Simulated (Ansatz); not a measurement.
Born–Oppenheimer molecular dynamics of a periodic cell of 20 atoms, Mg2CrWO6 (host Mg2CrWO6, host structure P1). It goes on from the last frame of an earlier run, with new velocities.

All numbers below come from Ansatz, DFT PBEsol, scalar-relativistic, plane waves, PAW. Settings: accuracy low, cutoff 420 eV, k mesh 2x2x1, fermi-dirac smearing 0.05 eV, spin collinear.

```json
{
 "ensemble": "NVT, Langevin thermostat",
 "time step": "1 fs",
 "steps asked": "400",
 "set temperature": "1120 K",
 "friction": "0.01 /fs",
 "seed": "916785"
}
```

Frames 1 fs apart, positions in Å, forces in eV/Å.

Velocities at 240 fs (Å/ps):

```
Mg -2.71 -8.02 0.30
Mg -10.12 5.20 -4.93
Mg 0.13 -2.98 -5.60
Mg -0.49 -2.78 -6.12
Cr -1.82 6.55 2.63
Cr 0.25 0.59 -1.49
W 1.61 0.94 1.08
W -1.99 -0.56 1.04
O 6.96 14.67 -2.43
O -4.04 -12.32 -0.75
O -1.94 0.44 -5.78
O 18.70 -9.99 -6.62
O -6.07 -8.75 1.34
O -8.01 9.60 -7.09
O -14.27 -15.59 -5.21
O 2.19 -9.33 -6.99
O -4.22 -1.33 -5.07
O -1.66 -2.94 10.75
O -10.52 4.07 -4.06
O 3.85 -10.96 12.87
```

```xyz
20
Lattice="5.2897 0.0000 0.0000 -2.6197 4.9967 0.0000 -0.0263 -2.8222 8.7211" Properties=species:S:1:pos:R:3:forces:R:3 time_fs=240 energy_less_start_eV=2.303 T=1055
Mg 2.815 -1.567 7.990 -2.69 -0.53 -2.89
Mg 0.191 -0.381 3.392 -1.49 0.01 -0.73
Mg 2.593 1.199 5.546 0.58 0.38 -1.03
Mg -0.205 2.953 1.339 1.09 0.94 -0.29
Cr 0.147 0.349 6.721 -1.38 0.70 1.14
Cr 2.516 1.903 2.406 0.31 -0.41 1.35
W 2.675 -1.489 4.692 0.33 0.35 -1.29
W 0.008 0.247 0.160 0.80 -4.43 5.09
O 1.718 2.802 4.170 0.11 -0.66 0.08
O -0.971 1.493 8.473 -0.16 -0.10 0.30
O -0.364 2.009 5.753 -1.39 0.05 -0.42
O 1.859 3.731 1.718 0.95 -0.58 -1.65
O -1.026 3.031 3.100 -0.18 -0.11 0.73
O 1.955 1.628 7.407 -1.26 -0.02 -1.04
O 1.048 -0.160 5.128 1.09 -0.85 0.43
O 3.548 1.124 0.857 2.32 0.95 2.21
O 3.366 -0.769 6.325 0.57 1.59 0.06
O 1.008 0.818 2.051 -0.90 0.65 -1.10
O 3.214 0.280 3.711 0.05 -0.44 1.13
O 0.513 -0.950 8.427 1.25 2.53 -2.06
20
Lattice="5.2897 0.0000 0.0000 -2.6197 4.9967 0.0000 -0.0263 -2.8222 8.7211" Properties=species:S:1:pos:R:3:forces:R:3 time_fs=241 energy_less_start_eV=2.294 T=1097
Mg 2.812 -1.575 7.990 -2.68 -0.52 -3.01
Mg 0.180 -0.377 3.386 -1.44 -0.08 -0.66
Mg 2.593 1.196 5.541 0.52 0.41 -1.00
Mg -0.205 2.950 1.333 1.02 0.98 -0.16
Cr 0.145 0.356 6.724 -1.32 0.65 1.07
Cr 2.516 1.903 2.405 0.35 -0.44 1.39
W 2.677 -1.488 4.693 0.16 0.28 -1.52
W 0.006 0.246 0.161 0.71 -4.81 5.06
O 1.725 2.816 4.168 0.01 -0.72 0.10
O -0.974 1.480 8.473 -0.15 -0.09 0.27
O -0.366 2.009 5.747 -1.37 0.02 -0.39
O 1.877 3.720 1.711 0.82 -0.51 -1.65
O -1.032 3.022 3.102 -0.05 -0.08 0.66
O 1.947 1.637 7.399 -1.20 -0.01 -0.98
O 1.033 -0.176 5.123 1.18 -0.72 0.56
O 3.552 1.115 0.851 2.28 0.94 2.31
O 3.362 -0.769 6.319 0.56 1.61 0.22
O 1.007 0.814 2.061 -0.87 0.71 -1.21
O 3.204 0.283 3.708 0.09 -0.46 1.11
O 0.518 -0.960 8.439 1.38 2.85 -2.18
20
Lattice="5.2897 0.0000 0.0000 -2.6197 4.9967 0.0000 -0.0263 -2.8222 8.7211" Properties=species:S:1:pos:R:3:forces:R:3 time_fs=242 energy_less_start_eV=2.262 T=1099
Mg 2.807 -1.582 7.989 -2.64 -0.51 -3.04
Mg 0.168 -0.373 3.381 -1.39 -0.16 -0.59
Mg 2.593 1.194 5.535 0.47 0.43 -0.97
Mg -0.206 2.949 1.326 0.96 1.00 -0.02
Cr 0.143 0.363 6.727 -1.26 0.59 1.00
Cr 2.516 1.903 2.404 0.38 -0.47 1.43
W 2.678 -1.488 4.694 -0.02 0.22 -1.73
W 0.005 0.246 0.163 0.63 -5.11 4.98
O 1.731 2.830 4.165 -0.09 -0.77 0.11
O -0.977 1.466 8.474 -0.14 -0.06 0.23
O -0.369 2.009 5.739 -1.35 -0.01 -0.34
O 1.895 3.710 1.704 0.69 -0.44 -1.66
O -1.038 3.014 3.105 0.08 -0.05 0.58
O 1.938 1.648 7.391 -1.13 0.01 -0.89
O 1.019 -0.195 5.119 1.25 -0.59 0.70
O 3.556 1.108 0.845 2.22 0.93 2.34
O 3.357 -0.768 6.313 0.55 1.63 0.37
O 1.006 0.808 2.070 -0.82 0.78 -1.31
O 3.193 0.287 3.705 0.13 -0.48 1.10
O 0.525 -0.968 8.450 1.50 3.06 -2.27
20
Lattice="5.2897 0.0000 0.0000 -2.6197 4.9967 0.0000 -0.0263 -2.8222 8.7211" Properties=species:S:1:pos:R:3:forces:R:3 time_fs=243 energy_less_start_eV=2.206 T=1112
Mg 2.800 -1.589 7.985 -2.57 -0.51 -2.96
Mg 0.155 -0.370 3.375 -1.33 -0.22 -0.50
Mg 2.593 1.193 5.528 0.43 0.46 -0.94
Mg -0.206 2.948 1.319 0.89 1.01 0.10
Cr 0.141 0.370 6.731 -1.20 0.53 0.91
Cr 2.516 1.903 2.403 0.42 -0.50 1.46
W 2.679 -1.488 4.695 -0.20 0.17 -1.92
W 0.003 0.245 0.165 0.53 -5.33 4.86
O 1.736 2.842 4.161 -0.19 -0.83 0.13
O -0.981 1.452 8.474 -0.12 -0.03 0.19
O -0.373 2.007 5.731 -1.31 -0.03 -0.30
O 1.913 3.700 1.696 0.56 -0.36 -1.67
O -1.044 3.005 3.108 0.21 -0.03 0.49
O 1.930 1.657 7.382 -1.06 0.03 -0.79
O 1.005 -0.214 5.115 1.31 -0.46 0.83
O 3.562 1.103 0.840 2.11 0.93 2.29
O 3.352 -0.767 6.309 0.54 1.63 0.47
O 1.005 0.803 2.079 -0.77 0.85 -1.40
O 3.183 0.290 3.703 0.17 -0.51 1.08
O 0.535 -0.975 8.460 1.59 3.20 -2.33
20
Lattice="5.2897 0.0000 0.0000 -2.6197 4.9967 0.0000 -0.0263 -2.8222 8.7211" Properties=species:S:1:pos:R:3:forces:R:3 time_fs=244 energy_less_start_eV=2.126 T=1148
Mg 2.792 -1.597 7.980 -2.46 -0.52 -2.82
Mg 0.142 -0.367 3.369 -1.27 -0.29 -0.39
Mg 2.593 1.191 5.522 0.39 0.49 -0.89
Mg -0.206 2.947 1.313 0.83 1.01 0.19
Cr 0.139 0.376 6.735 -1.14 0.47 0.84
Cr 2.516 1.903 2.402 0.46 -0.54 1.50
W 2.681 -1.488 4.696 -0.37 0.12 -2.07
W 0.002 0.243 0.167 0.45 -5.47 4.68
O 1.741 2.853 4.157 -0.30 -0.87 0.14
O -0.985 1.438 8.473 -0.10 0.01 0.17
O -0.378 2.005 5.723 -1.27 -0.02 -0.26
O 1.932 3.692 1.686 0.44 -0.28 -1.66
O -1.050 2.997 3.112 0.34 0.00 0.41
O 1.921 1.667 7.373 -0.98 0.07 -0.66
O 0.993 -0.233 5.113 1.35 -0.35 0.92
O 3.569 1.097 0.836 1.97 0.93 2.17
O 3.347 -0.764 6.305 0.53 1.61 0.55
O 1.004 0.798 2.087 -0.72 0.91 -1.50
O 3.173 0.295 3.703 0.21 -0.54 1.04
O 0.545 -0.981 8.468 1.65 3.25 -2.35
20
Lattice="5.2897 0.0000 0.0000 -2.6197 4.9967 0.0000 -0.0263 -2.8222 8.7211" Properties=species:S:1:pos:R:3:forces:R:3 time_fs=245 energy_less_start_eV=2.031 T=1162
Mg 2.784 -1.606 7.974 -2.31 -0.54 -2.61
Mg 0.128 -0.363 3.362 -1.21 -0.35 -0.27
Mg 2.592 1.189 5.515 0.36 0.53 -0.83
Mg -0.206 2.946 1.306 0.76 1.00 0.28
Cr 0.137 0.381 6.739 -1.08 0.41 0.76
Cr 2.516 1.902 2.402 0.49 -0.57 1.53
W 2.682 -1.488 4.697 -0.54 0.07 -2.17
W 0.001 0.240 0.170 0.39 -5.54 4.46
O 1.746 2.863 4.154 -0.41 -0.90 0.14
O -0.988 1.424 8.472 -0.08 0.05 0.14
O -0.384 2.002 5.715 -1.21 0.00 -0.23
O 1.952 3.684 1.675 0.31 -0.19 -1.65
O -1.057 2.989 3.115 0.47 0.03 0.34
O 1.911 1.677 7.364 -0.89 0.11 -0.50
O 0.981 -0.250 5.111 1.38 -0.24 1.01
O 3.576 1.091 0.834 1.80 0.95 1.99
O 3.344 -0.761 6.303 0.51 1.58 0.58
O 1.002 0.793 2.097 -0.67 0.98 -1.62
O 3.163 0.299 3.704 0.26 -0.58 0.99
O 0.556 -0.986 8.475 1.67 3.21 -2.35
20
Lattice="5.2897 0.0000 0.0000 -2.6197 4.9967 0.0000 -0.0263 -2.8222 8.7211" Properties=species:S:1:pos:R:3:forces:R:3 time_fs=246 energy_less_start_eV=1.928 T=1211
Mg 2.774 -1.615 7.966 -2.15 -0.56 -2.36
Mg 0.113 -0.359 3.355 -1.15 -0.42 -0.12
Mg 2.592 1.188 5.508 0.33 0.57 -0.76
Mg -0.206 2.944 1.299 0.70 0.98 0.37
Cr 0.133 0.387 6.743 -1.02 0.35 0.67
Cr 2.517 1.903 2.402 0.53 -0.61 1.55
W 2.682 -1.487 4.697 -0.71 0.03 -2.23
W 0.000 0.237 0.173 0.37 -5.50 4.22
O 1.750 2.872 4.150 -0.51 -0.93 0.14
O -0.991 1.411 8.471 -0.07 0.11 0.10
O -0.390 1.999 5.707 -1.15 0.03 -0.19
O 1.972 3.676 1.663 0.20 -0.11 -1.65
O -1.064 2.980 3.117 0.61 0.07 0.27
O 1.902 1.686 7.353 -0.80 0.16 -0.33
O 0.972 -0.268 5.107 1.39 -0.13 1.09
O 3.584 1.086 0.834 1.61 0.96 1.77
O 3.341 -0.757 6.303 0.48 1.53 0.57
O 1.001 0.788 2.107 -0.60 1.07 -1.74
O 3.154 0.302 3.706 0.32 -0.63 0.93
O 0.568 -0.987 8.480 1.65 3.04 -2.31
20
Lattice="5.2897 0.0000 0.0000 -2.6197 4.9967 0.0000 -0.0263 -2.8222 8.7211" Properties=species:S:1:pos:R:3:forces:R:3 time_fs=247 energy_less_start_eV=1.799 T=1276
Mg 2.764 -1.626 7.958 -1.98 -0.57 -2.09
Mg 0.098 -0.356 3.346 -1.08 -0.47 0.04
Mg 2.591 1.188 5.500 0.30 0.61 -0.68
Mg -0.206 2.944 1.292 0.64 0.95 0.43
Cr 0.129 0.391 6.748 -0.95 0.28 0.59
Cr 2.517 1.904 2.402 0.55 -0.67 1.57
W 2.683 -1.486 4.698 -0.89 0.00 -2.24
W 0.000 0.234 0.176 0.39 -5.31 3.93
O 1.752 2.880 4.146 -0.61 -0.95 0.14
O -0.993 1.398 8.472 -0.06 0.17 0.06
O -0.397 1.996 5.699 -1.08 0.06 -0.15
O 1.992 3.669 1.651 0.08 -0.02 -1.63
O -1.072 2.970 3.119 0.75 0.12 0.21
O 1.892 1.695 7.343 -0.71 0.21 -0.15
O 0.963 -0.286 5.106 1.38 -0.03 1.15
O 3.593 1.080 0.834 1.42 0.98 1.53
O 3.338 -0.750 6.304 0.45 1.45 0.52
O 1.000 0.783 2.115 -0.53 1.15 -1.85
O 3.144 0.306 3.710 0.37 -0.68 0.86
O 0.582 -0.986 8.483 1.57 2.72 -2.24
20
Lattice="5.2897 0.0000 0.0000 -2.6197 4.9967 0.0000 -0.0263 -2.8222 8.7211" Properties=species:S:1:pos:R:3:forces:R:3 time_fs=248 energy_less_start_eV=1.652 T=1375
Mg 2.753 -1.638 7.949 -1.78 -0.57 -1.79
Mg 0.080 -0.354 3.339 -0.99 -0.49 0.17
Mg 2.590 1.189 5.492 0.27 0.65 -0.59
Mg -0.205 2.943 1.286 0.58 0.91 0.48
Cr 0.126 0.396 6.752 -0.89 0.22 0.53
Cr 2.517 1.905 2.402 0.57 -0.72 1.56
W 2.683 -1.485 4.698 -1.09 -0.01 -2.22
W 0.000 0.231 0.179 0.43 -5.07 3.64
O 1.753 2.887 4.141 -0.66 -0.98 0.13
O -0.996 1.386 8.474 -0.05 0.23 0.01
O -0.405 1.995 5.692 -1.00 0.08 -0.10
O 2.011 3.661 1.637 -0.03 0.06 -1.59
O -1.078 2.961 3.121 0.87 0.16 0.15
O 1.882 1.703 7.332 -0.62 0.27 0.04
O 0.955 -0.303 5.106 1.36 0.07 1.15
O 3.604 1.076 0.835 1.19 1.00 1.25
O 3.335 -0.742 6.304 0.43 1.36 0.47
O 0.998 0.778 2.120 -0.47 1.21 -1.92
O 3.135 0.309 3.715 0.43 -0.72 0.76
O 0.597 -0.983 8.485 1.45 2.35 -2.16
20
Lattice="5.2897 0.0000 0.0000 -2.6197 4.9967 0.0000 -0.0263 -2.8222 8.7211" Properties=species:S:1:pos:R:3:forces:R:3 time_fs=249 energy_less_start_eV=1.516 T=1399
Mg 2.741 -1.649 7.939 -1.58 -0.56 -1.50
Mg 0.061 -0.352 3.332 -0.88 -0.50 0.29
Mg 2.589 1.190 5.484 0.25 0.69 -0.48
Mg -0.203 2.943 1.280 0.53 0.87 0.53
Cr 0.122 0.400 6.757 -0.83 0.15 0.48
Cr 2.518 1.907 2.403 0.59 -0.77 1.54
W 2.684 -1.483 4.699 -1.30 -0.01 -2.17
W 0.000 0.228 0.182 0.47 -4.84 3.37
O 1.752 2.893 4.135 -0.68 -1.01 0.12
O -0.998 1.374 8.477 -0.02 0.29 -0.05
O -0.413 1.995 5.685 -0.93 0.08 -0.04
O 2.030 3.655 1.620 -0.13 0.14 -1.53
O -1.084 2.953 3.123 0.97 0.21 0.11
O 1.873 1.712 7.321 -0.53 0.32 0.22
O 0.945 -0.322 5.108 1.33 0.17 1.13
O 3.617 1.073 0.838 0.96 1.01 0.98
O 3.332 -0.732 6.305 0.41 1.25 0.41
O 0.997 0.773 2.124 -0.42 1.25 -1.97
O 3.127 0.312 3.721 0.48 -0.75 0.65
O 0.613 -0.980 8.486 1.33 2.01 -2.09
20
Lattice="5.2897 0.0000 0.0000 -2.6197 4.9967 0.0000 -0.0263 -2.8222 8.7211" Properties=species:S:1:pos:R:3:forces:R:3 time_fs=250 energy_less_start_eV=1.400 T=1442
Mg 2.729 -1.661 7.928 -1.37 -0.55 -1.22
Mg 0.043 -0.348 3.325 -0.79 -0.51 0.41
Mg 2.588 1.190 5.476 0.22 0.73 -0.36
Mg -0.200 2.944 1.274 0.47 0.81 0.57
Cr 0.118 0.405 6.761 -0.77 0.09 0.42
Cr 2.518 1.909 2.404 0.61 -0.82 1.51
W 2.684 -1.481 4.699 -1.50 -0.01 -2.12
W 0.000 0.225 0.185 0.49 -4.62 3.13
O 1.750 2.899 4.129 -0.70 -1.03 0.10
O -1.001 1.363 8.481 0.01 0.35 -0.12
O -0.421 1.995 5.678 -0.86 0.08 0.03
O 2.049 3.647 1.602 -0.22 0.22 -1.44
O -1.090 2.946 3.124 1.07 0.25 0.06
O 1.863 1.721 7.311 -0.46 0.36 0.38
O 0.936 -0.339 5.111 1.31 0.27 1.11
O 3.628 1.071 0.841 0.74 1.02 0.72
O 3.329 -0.720 6.306 0.39 1.14 0.35
O 0.995 0.768 2.127 -0.38 1.29 -2.01
O 3.118 0.314 3.728 0.54 -0.78 0.53
O 0.629 -0.978 8.488 1.21 1.71 -2.03
```

Of the whole run (400 fs, mean temperature of the second half 1198 K): A run of 0.4 ps of so small a system gives no equilibrium averages. No Hubbard correction was used and the magnetic state wasn't searched. Limits of this set-up: coarse k mesh, low accuracy level.

The run took 26 min on 2 threads of Intel(R) Xeon(R) Gold 6455B (Sapphire Rapids) (shared host), peak memory 1.2 GiB.
